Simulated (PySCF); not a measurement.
# A diatomic session: ZnH−

An exercise on one series of results from a longer session: the logs are not shown, and one member is left open.

Method: Zn aug-pcseg-1, H aug-pcseg-1, no relativity; program: PySCF 2.14.0.

4 further runs of the same task are left out: 4 set aside as unsound or not needed.

The first run:

Settings of the job:

```json
{
 "atoms": "Zn, H",
 "charge": "-1",
 "basis": "Zn aug-pcseg-1, H aug-pcseg-1",
 "Hamiltonian": "no relativity",
 "basis functions": "56",
 "electrons treated": "32",
 "masses in u": "63.9291, 1.0078",
 "levels": "PBE0, PBE, r²SCAN, PBEsol, M06, LDA, MP2, SCS-MP2, CCSD, CCSD(T)",
 "grid": "80 radial by 434 angular points",
 "occupations": "held fixed by the projection of orbital angular momentum",
 "dissociation limit": "Zn + H−, each in its ground configuration",
 "starting distance in angstrom": "1.610",
 "values of 2S to try": "0, 2"
}
```

Run with:

```console
$ OMP_NUM_THREADS=1 python dia.py task.json out
```

Steps of the session up to this table: Input; PBE0 along the bond; PBE (GGA); r²SCAN; PBEsol; M06 (hybrid meta-GGA); LDA (local density); Adding correlation.

One table of the session follows, with a row left open; its other results are not shown here.

```
      level  Re (Å)  ωe (cm⁻¹)  De (eV)
    RHF-MP2   1.711       1313     1.35
RHF-SCS-MP2   1.724       1273     1.26
   RHF-CCSD   1.733       1254     1.22
RHF-CCSD(T)   1.730       1254     1.26
        LDA   1.766       1083     1.32
        PBE   1.802       1010     1.13
     PBEsol   1.779       1056     1.23
     r²SCAN   1.765       1101     1.25
       PBE0   1.782       1080     1.21
        M06       ?          ?        ?
```

**Question.** Estimate the row for M06.

The run gave: Re (Å): 1.833; ωe (cm⁻¹): 966; De (eV): 1.07. In the column «Re (Å)» it is the highest.

De is counted to Zn + H− in their ground configurations.
